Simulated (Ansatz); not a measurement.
# AsF− (quartet): the correlation ladder, aug-cc-pVTZ

Aim: climb from Hartree-Fock through coupled cluster and multireference methods for AsF− (quartet) at one geometry and basis, and see what each rung misses.

The runs use Ansatz 0.2.0, Gaussian basis; aug-cc-pVTZ, core rule «outside noble gas», up to 15 orbitals frozen.

Plan: UHF; CCSD(T) on ROHF; CCSD(T) on UHF; BCCD(T) on ROHF; CCSDT(Q) on ROHF; CCSDT(Q) on UHF; CASSCF and NEVPT2, 13 electrons in 8 orbitals.

3 further runs of the same task are left out: 3 set aside as unsound or not needed. Runs told in other sessions of the task aren't counted.

### 1 The geometry

The geometry is a PBE0/def2-TZVPD stationary point (not a proven minimum) of the parent state, kept for this charge and spin. No spin-orbit coupling is included. The filled d shell of As may be among the frozen orbitals whatever the setting's name suggests.

2 atoms, charge -1, spin multiplicity 4.

Atoms are counted from 1 here; the program's logs count them from 0.

Bond lengths: F1–As2 1.847 Å.

### 2 UHF

Contents of in.yaml:

```yaml
crystal:
  periodic: [false, false, false]
  atoms:
    - {symbol: F, position_ang: [0.000000, 0.000000, 0.000000]}
    - {symbol: As, position_ang: [0.000000, 0.000000, 1.847000]}
basis:
  gaussian: {orbitals: aug-cc-pVTZ}
total_charge: -1
magnetization: {spin_polarized: true, initial_magnetization: 3}
hamiltonian: {xc: hf}
output: {orbitals: {seedname: orbitals}}
```

Started as:

```
$ ansatz run in.yaml --threads 1 --pin off --events-out ev --progress --plain --max-ram 3968MiB --backend cpu
```

After this run come: CCSD(T) on ROHF; CCSD(T) on UHF; BCCD(T) on ROHF; CCSDT(Q) on ROHF; CCSDT(Q) on UHF; CASSCF and NEVPT2, 13 electrons in 8 orbitals.

**Question.** What will the summary of the whole plan be? Wanted: UCCSDT(Q) from the RHF energy; RMP2 from UCCSDT(Q); UMP2 from UCCSDT(Q); RCCSD from UCCSDT(Q); RCCSD(T) from UCCSDT(Q); UCCSD(T) from UCCSDT(Q); RCCSDT(Q) from UCCSDT(Q); NEVPT2 valence from UCCSDT(Q); T1 diagnostic.

**Answer**, as computed:

| quantity | value |
| --- | --- |
| UCCSDT(Q) from the ROHF energy | -10.9938 eV |
| RMP2 from UCCSDT(Q) | +15.92 kcal/mol |
| UMP2 from UCCSDT(Q) | +16.96 kcal/mol |
| RCCSD from UCCSDT(Q) | +11.02 kcal/mol |
| RCCSD(T) from UCCSDT(Q) | +1.10 kcal/mol |
| UCCSD(T) from UCCSDT(Q) | +0.91 kcal/mol |
| RCCSDT(Q) from UCCSDT(Q) | +0.40 kcal/mol |
| NEVPT2 valence from UCCSDT(Q) | +45.20 kcal/mol |
| levels within 1 kcal/mol (43 meV) | UCCSD(T), BCCD(T), RCCSDT, UCCSDT, RCCSDT(Q) |
| T1 diagnostic | 0.029 |
| effectively unpaired electrons | 3.00 |

RCCSD(T) lands +1.10 kcal/mol from the yardstick (0.4 % of the correlation energy). One determinant dominates. These misses are within one basis, not against nature; the frozen cores of restricted and unrestricted runs differ, which can shift their rows. The highest orbital lies above zero: the basis alone holds the extra electron.
